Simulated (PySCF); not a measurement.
**NiO₂: singlet, from a PBE0 minimum start**

Where does singlet NiO₂ go from a PBE0 minimum start, is the end point a minimum, and what are its modes, charges and moments?

Computed with PySCF 2.14.0. Level: PBE0, basis Ni def2-TZVP, O def2-TZVP, no relativity, density fitting.

**1. Where the work starts**

3 atoms, charge 0, spin multiplicity 1.

Bond lengths: Ni1–O2 1.768 Å, Ni1–O3 1.768 Å, O2–O3 1.362 Å. Angles: O2–Ni1–O3 45.3°, Ni1–O2–O3 67.4°, Ni1–O3–O2 67.4°.

```xyz
3
charge 0 multiplicity 1
Ni    0.0000    0.0000   -0.5806
O     0.6808    0.0000    1.0515
O    -0.6808    0.0000    1.0515
```

**2. The SCF at the typed geometry**

The steps below are one call of a driver around PySCF. For each, scf.py gives the equivalent set-up of the SCF; relaxations use the driver's own optimiser. After this first run the driver tries any further starts and a stability analysis.

scf.py

```python
from pyscf import gto, scf, dft
mol = gto.M(atom='''
Ni     0.000000     0.000000    -0.580600
O      0.680770    -0.000000     1.051499
O     -0.680770     0.000000     1.051499''',
    basis={'Ni': 'def2-TZVP', 'O': 'def2-TZVP'},
    charge=0, spin=0)
mf = dft.RKS(mol, xc='PBE0')
mf.grids.atom_grid = (50, 194)
aux = {'Ni': 'def2-universal-JKFIT', 'O': 'def2-universal-JKFIT'}
mf = mf.density_fit(auxbasis=aux)
mf.conv_tol = 1e-08
mf.diis_space = 10
mf.max_cycle = 60
mf.init_guess = 'minao'
mf.verbose = 4
mf.kernel()
```

On the command line:

```
> OMP_NUM_THREADS=2 python axn.py task.json out
```

The program printed:

```text
init E= -1657.75613867351
  HOMO = 0.200469729402469  LUMO = 0.209926638534678  gap/eV = 0.25734
cycle= 1 E= -1635.01564317357  delta_E= 22.7  |g|= 9.41  |ddm|= 10.6
  HOMO = -1.42674641360705  LUMO = -1.42459500251271  gap/eV = 0.05854
cycle= 2 E= -1571.71911518412  delta_E= 63.3  |g|= 20.3  |ddm|= 18.7
  HOMO = -0.761121145495184  LUMO = -0.75368866252772  gap/eV = 0.20225
cycle= 3 E= -1639.15093232094  delta_E= -67.4  |g|= 13.2  |ddm|=   12
  HOMO = -0.559919950555303  LUMO = -0.556786888535181  gap/eV = 0.08525
cycle= 4 E= -1637.9779358826  delta_E= 1.17  |g|= 12.2  |ddm|= 3.91
  HOMO = -0.685711643284178  LUMO = -0.623713850966716  gap/eV = 1.68705
cycle= 5 E= -1646.88827522227  delta_E= -8.91  |g|= 10.1  |ddm|= 3.23
  HOMO = -0.47048186705962  LUMO = -0.443279216643038  gap/eV = 0.74022
cycle= 6 E= -1653.76667204162  delta_E= -6.88  |g|= 6.66  |ddm|= 6.81
  HOMO = -0.336289446884382  LUMO = -0.299722482294465  gap/eV = 0.99504
cycle= 7 E= -1652.68979083252  delta_E= 1.08  |g|= 6.03  |ddm|= 3.26
  HOMO = -0.523132752219788  LUMO = -0.48865248494633  gap/eV = 0.93826
cycle= 8 E= -1657.582622931  delta_E= -4.89  |g|= 2.04  |ddm|= 4.41
  HOMO = -0.1786450529859  LUMO = -0.0838284240140341  gap/eV = 2.58009
cycle= 9 E= -1658.2671190958  delta_E= -0.684  |g|= 0.381  |ddm|= 1.13
  HOMO = -0.191145098984187  LUMO = -0.113637619128893  gap/eV = 2.10909
cycle= 10 E= -1658.28686702701  delta_E= -0.0197  |g|= 0.215  |ddm|= 0.355
  HOMO = -0.194778091748759  LUMO = -0.101710961889428  gap/eV = 2.53249
cycle= 11 E= -1658.28953798103  delta_E= -0.00267  |g|= 0.147  |ddm|= 0.0552
  HOMO = -0.203151269452817  LUMO = -0.0984409823845409  gap/eV = 2.84931
cycle= 12 E= -1658.2924677251  delta_E= -0.00293  |g|= 0.0582  |ddm|= 0.0437
  HOMO = -0.206527315716379  LUMO = -0.0950581074411711  gap/eV = 3.03323
cycle= 13 E= -1658.29306406514  delta_E= -0.000596  |g|= 0.0146  |ddm|= 0.0392
  HOMO = -0.206310490584777  LUMO = -0.0954992897276827  gap/eV = 3.01533
cycle= 14 E= -1658.29308900608  delta_E= -2.49e-05  |g|= 0.00447  |ddm|= 0.00508
  HOMO = -0.206457673581646  LUMO = -0.0955785647283112  gap/eV = 3.01717
cycle= 15 E= -1658.29309119155  delta_E= -2.19e-06  |g|= 0.00159  |ddm|= 0.00218
  HOMO = -0.206484050743846  LUMO = -0.0956299513368685  gap/eV = 3.01649
cycle= 16 E= -1658.29309164454  delta_E= -4.53e-07  |g|= 0.00048  |ddm|= 0.0017
  HOMO = -0.206501298023383  LUMO = -0.0956097701106826  gap/eV = 3.01751
cycle= 17 E= -1658.29309168435  delta_E= -3.98e-08  |g|= 0.00011  |ddm|= 0.00044
  HOMO = -0.206509786849331  LUMO = -0.0956126108773108  gap/eV = 3.01767
cycle= 18 E= -1658.29309168737  delta_E= -3.02e-09  |g|= 1.95e-05  |ddm|= 0.000189
  HOMO = -0.206509756625913  LUMO = -0.0956141408245403  gap/eV = 3.01762
Extra cycle  E= -1658.29309168673  delta_E= 6.42e-10  |g|= 8.33e-05  |ddm|= 3.28e-05
converged SCF energy = -1658.29309168673
```

This step, with its further starts and checks, needed 6.7 s of wall time on 2 threads of Arm Neoverse N1, shared host.

The test of internal stability found no lower closed-shell solution.

**3. Relaxing the singlet from the PBE0 minimum start**

The program finds C2v symmetry in the start, which this walk keeps.

scf.py, as its differences from that of step 2:

```diff
@@ -4 +4 @@
-O      0.680770    -0.000000     1.051499
+O      0.680770     0.000000     1.051499
@@ -15 +14,0 @@
-mf.init_guess = 'minao'
```

The optimiser's trace:

```
step   energy (Eh)  change (kJ/mol)  largest symmetric gradient (Eh/bohr)
   0  -1658.293092             0.00                               0.00010
```

The walk took 2.2 s.

Geometry (Å) and forces (eV/Å) at some steps:

```
step 0
Ni   0.000   0.000  -0.581   0.000   0.000  -0.005
O    0.681   0.000   1.052  -0.002   0.000   0.003
O   -0.681   0.000   1.052   0.002   0.000   0.003
```

It settles in C2v symmetry, 0.0 kJ/mol below the start, after 0 steps: Ni–O 1.768 Å (×2), O–O 1.362 Å; Ni–O–O 67.4° (×2), O–Ni–O 45.3°.

**4. Hessian and properties**

On the finer grid the gradient is checked again; gradients at displacements of ±0.02 bohr then give force constants and infrared intensities.

scf.py, as its differences from that of step 3:

```diff
@@ -9 +9 @@
-mf.grids.atom_grid = (50, 194)
+mf.grids.atom_grid = (75, 302)
@@ -12 +12 @@
-mf.conv_tol = 1e-08
+mf.conv_tol = 1e-10
```

The driver hands on the density of the step before, so the log starts near convergence.

SCF at the final geometry:

```text
init E= -1658.29299439992
  HOMO = -0.206517295208755  LUMO = -0.0956115919953107  gap/eV = 3.01790
cycle= 1 E= -1658.29299439914  delta_E= 7.81e-10  |g|= 8.7e-05  |ddm|= 3.5e-05
  HOMO = -0.20651446138308  LUMO = -0.0956181675892794  gap/eV = 3.01764
cycle= 2 E= -1658.2929943817  delta_E= 1.74e-08  |g|= 0.000417  |ddm|= 0.000156
  HOMO = -0.206516545684408  LUMO = -0.0956125728888537  gap/eV = 3.01785
cycle= 3 E= -1658.29299439982  delta_E= -1.81e-08  |g|= 3.17e-05  |ddm|= 0.000129
  HOMO = -0.206516629853098  LUMO = -0.0956127169796198  gap/eV = 3.01785
cycle= 4 E= -1658.29299439998  delta_E= -1.58e-10  |g|= 7.37e-07  |ddm|= 1.29e-05
  HOMO = -0.206516695271205  LUMO = -0.0956127047684953  gap/eV = 3.01785
cycle= 5 E= -1658.29299439998  delta_E= -5.91e-12  |g|= 4.7e-08  |ddm|= 3.6e-07
  HOMO = -0.206516684657778  LUMO = -0.0956127012713788  gap/eV = 3.01785
Extra cycle  E= -1658.29299439998  delta_E= 6.37e-12  |g|= 1.34e-07  |ddm|= 6.5e-08
converged SCF energy = -1658.29299439998
```

The whole step took 32 s.

Geometry: C2v; Ni–O 1.768 Å (×2), O–O 1.362 Å; Ni–O–O 67.4° (×2), O–Ni–O 45.3°.

Modes, for the most abundant isotopes:

```tsv
symmetry	ω (cm⁻¹)	IR (km/mol)	μ (u)
b2	502	20.4	16.92
a1	613	0.5	21.17
a1	1110	42.3	16.21
```

Every mode is real; the point is a minimum.

Properties at this point:

- Dipole moment: 5.33 D
- Highest occupied level: -5.62 eV
- Lowest empty level: -2.60 eV
- Rotational constants: 1.137, 0.3071, 0.2418 cm⁻¹
- Zero-point energy: 13.3 kJ/mol
- Principal polarisabilities: 20.2, 22.5, 31.8 bohr³
- Atomisation energy without zero-point energy: 604 kJ/mol
- Principal traceless quadrupole moments about the centre of mass: -1.37, -0.86, 2.23 D Å
- Entropy at 298.15 K and 1 bar: 258.0 J/(mol K)
- Heat capacity Cp at 298.15 K: 43.8 J/(mol K)
- Enthalpy at 298.15 K above 0 K: 10.96 kJ/mol
- Rotational symmetry number: 2

Charges (e) and bond orders:

| atom | Mulliken | Löwdin | polar tensor | Mayer order to Ni1 |
| --- | --- | --- | --- | --- |
| Ni1 | 0.57 | 0.31 | 0.61 | – |
| O2,3 | -0.29 | -0.15 | -0.31 | 0.84 |

Outer orbital energies (eV). occupied: -12.19, -11.66, -8.62, -8.11, -7.99, -7.33, -7.05, -5.62; empty: -2.60, -2.44, 2.57, 3.13.

Mulliken populations on Ni1: s 6.32, p 12.14, d 8.97, f 0.00.

**5. A spin-polarised start**

A stability analysis found the closed shell of the lowest minimum unstable towards spin polarisation, so the unrestricted solution is followed.

The program finds C2v symmetry in the start, which may break.

scf.py, as its differences from that of step 4:

```diff
@@ -8,2 +8,2 @@
-mf = dft.RKS(mol, xc='PBE0')
-mf.grids.atom_grid = (75, 302)
+mf = dft.UKS(mol, xc='PBE0')
+mf.grids.atom_grid = (50, 194)
@@ -12 +12 @@
-mf.conv_tol = 1e-10
+mf.conv_tol = 1e-08
```

Steps of the walk:

| step | energy (Eh) | change (kJ/mol) | largest gradient (Eh/bohr) |
| --- | --- | --- | --- |
| 0 | -1658.298614 | 0.00 | 0.03714 |
| 1 | -1658.302955 | -11.40 | 0.04333 |
| 2 | -1658.306395 | -20.43 | 0.02048 |
| 3 | -1658.307391 | -23.04 | 0.00294 |
| 4 | -1658.307417 | -23.11 | 0.00048 |
| 5 | -1658.307418 | -23.11 | 0.00006 |

The walk took 27 s.

Geometry (Å) and forces (eV/Å) at some steps:

```
step 0
Ni   0.000   0.000  -0.581   0.000   0.000  -1.910
O    0.681   0.000   1.052  -0.093   0.000   0.955
O   -0.681   0.000   1.052   0.093   0.000   0.955
step 1
Ni   0.000   0.000  -0.612   0.000   0.000  -2.228
O    0.674   0.000   1.067  -0.462   0.000   1.114
O   -0.674   0.000   1.067   0.462   0.000   1.114
step 3
Ni   0.000   0.000  -0.679   0.000   0.000  -0.151
O    0.662   0.000   1.101  -0.045   0.000   0.076
O   -0.662   0.000   1.101   0.045   0.000   0.076
step 5
Ni   0.000   0.000  -0.685   0.000   0.000   0.001
O    0.661   0.000   1.104  -0.003   0.000   0.000
O   -0.661   0.000   1.104   0.003   0.000   0.000
```

End point (C2v, 5 steps, 23.1 kJ/mol gained): Ni–O 1.907 Å (×2), O–O 1.322 Å; Ni–O–O 69.7° (×2), O–Ni–O 40.6°.

**6. Is it a minimum? Harmonic modes**

As before: finer grid, then central differences.

scf.py, as its differences from that of step 5:

```diff
@@ -3,3 +3,3 @@
-Ni     0.000000     0.000000    -0.580600
-O      0.680770     0.000000     1.051499
-O     -0.680770     0.000000     1.051499''',
+Ni    -0.000000     0.000000    -0.635992
+O      0.660933    -0.000000     1.152176
+O     -0.660933     0.000000     1.152176''',
@@ -9 +9 @@
-mf.grids.atom_grid = (50, 194)
+mf.grids.atom_grid = (75, 302)
@@ -12 +12 @@
-mf.conv_tol = 1e-08
+mf.conv_tol = 1e-10
```

SCF at the final geometry:

```text
init E= -1658.30729915071
[... the frontier-level lines of each cycle are left out ...]
cycle= 1 E= -1658.30729915063  delta_E= 7.25e-11  |g|= 1.92e-05  |ddm|= 1.2e-05
cycle= 2 E= -1658.30729914988  delta_E= 7.48e-10  |g|= 5.62e-05  |ddm|= 2.91e-05
cycle= 3 E= -1658.30729915073  delta_E= -8.43e-10  |g|= 7.08e-06  |ddm|= 2.14e-05
cycle= 4 E= -1658.30729915074  delta_E= -1e-11  |g|= 8.57e-07  |ddm|= 2.43e-06
Extra cycle  E= -1658.30729915074  delta_E= -5e-12  |g|= 9.51e-07  |ddm|= 3.06e-06
converged SCF energy = -1658.30729915074  <S^2> = 1.0466154  2S+1 = 2.2773804
```

The whole step needed 75 s of wall time on 2 threads of Arm Neoverse N1, shared host.

Geometry: C2v; Ni–O 1.906 Å (×2), O–O 1.322 Å; Ni–O–O 69.7° (×2), O–Ni–O 40.6°.

Harmonic modes (main isotopes):

```tsv
symmetry	ω (cm⁻¹)	IR (km/mol)	μ (u)
b2	306	0.6	16.75
a1	473	29.0	21.52
a1	1208	33.0	16.01
```

All wavenumbers are real: a minimum.

Properties at this point:

```yaml
Dipole_moment: 4.61 D
Highest_occupied_level: -5.79 eV
Lowest_empty_level: -2.65 eV
Rotational_constants: 1.206, 0.2558, 0.2111 cm⁻¹
Zero-point_energy: 11.9 kJ/mol
Principal_polarisabilities: 21.8, 28.6, 32.1 bohr³
Atomisation_energy_without_zero-point_energy: 642 kJ/mol
Principal_traceless_quadrupole_moments_about_the_centre_of_mass: -0.91, 0.07, 0.84 D Å
Entropy_at_298.15_K_and_1_bar: 263.3 J/(mol K)
Heat_capacity_Cp_at_298.15_K: 46.5 J/(mol K)
Enthalpy_at_298.15_K_above_0_K: 11.68 kJ/mol
Rotational_symmetry_number: 2
Spin_squared_⟨S²⟩: 1.047
```

Charges (e) and bond orders:

| atom | Mulliken | Löwdin | polar tensor | spin (Mulliken) | Mayer order to Ni1 |
| --- | --- | --- | --- | --- | --- |
| Ni1 | 0.48 | 0.23 | 0.59 | 0.83 | – |
| O2,3 | -0.24 | -0.12 | -0.29 | -0.42 | 0.51 |

Mulliken populations on Ni1: s 6.30, p 12.19, d 9.03, f 0.00.

**7. All stationary points**

| spin | group | bonds | imaginary modes (cm⁻¹) | ΔE (kJ/mol) | with zero-point energy |
| --- | --- | --- | --- | --- | --- |
| broken-symmetry (Ms = 0) | C2v | Ni–O 1.906 Å (×2), O–O 1.322 Å | none | 0.0 | 0.0 |
| singlet | C2v | Ni–O 1.768 Å (×2), O–O 1.362 Å | none | 37.6 | 39.0 |

**8. What came out**

```
                                          quantity                                                            value
                                           minimum                                    broken-symmetry (Ms = 0), C2v
                                          geometry  Ni–O 1.906 Å (×2), O–O 1.322 Å; Ni–O–O 69.7° (×2), O–Ni–O 40.6°
                                wavenumbers (cm⁻¹)                                    306 (b2), 473 (a1), 1208 (a1)
                                     dipole moment                                                           4.61 D
highest occupied, lowest empty level (either spin)                                                  -5.79, -2.65 eV
                        polar-tensor charge of Ni1                                                          +0.59 e
                                 zero-point energy                                                      11.9 kJ/mol
                               entropy at 298.15 K                                                  263.3 J/(mol K)
         atomisation energy (no zero-point energy)                                                       642 kJ/mol
                                              ⟨S²⟩                                                            1.047
```

The molecule stays C2v, as typed, and the end point is a minimum. The determinant is spin-contaminated (⟨S²⟩ = 1.05 against 0.00), so it is no pure spin state. The strongest infrared band lies at 1208 cm⁻¹ (a1). Other starts or spin states, not run here, may lie lower.

The search up to here took 2.6 min.
